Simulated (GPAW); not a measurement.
NbTe:

```
Te Nb
1.0
     3.70297    0.00000    0.00000
    -1.85149    3.20687    0.00000
     0.00000    0.00000    3.69421
Te Nb
1 1
Direct
  0.66667 0.33333 0.00000
  0.00000 0.00000 0.50000
```

The cell comes from a database or a generator and needn't be the stable form of this composition.

Base run:

| Property | Result |
| --- | --- |
| Program | GPAW 26.7.0 |
| Functional | revPBE |
| Potentials or basis | the program's PAW data sets (release 1.2.1) made for this functional |
| Cutoff | 600 eV |
| Basis | pw |
| k mesh | 8 × 8 × 7 |
| Occupations | fermi-dirac, width 0.05 eV |
| Spin | no spin polarisation |

Its results: pressure 0.1 GPa.

Q: After a change of settings the same cell gave: pressure 0.7 GPa. Which change was it?
A. functional from revPBE to RPBE
B. functional from revPBE to BLYP; potentials or basis from the program's PAW data sets (release 1.2.1) made for this functional to PAW data sets generated in the run's folder for this functional
C. functional from revPBE to LDA
D. functional from revPBE to PBEsol; potentials or basis from the program's PAW data sets (release 1.2.1) made for this functional to PAW data sets generated in the run's folder for this functional

A: A.

Runs at the PBE level aren't shown here.
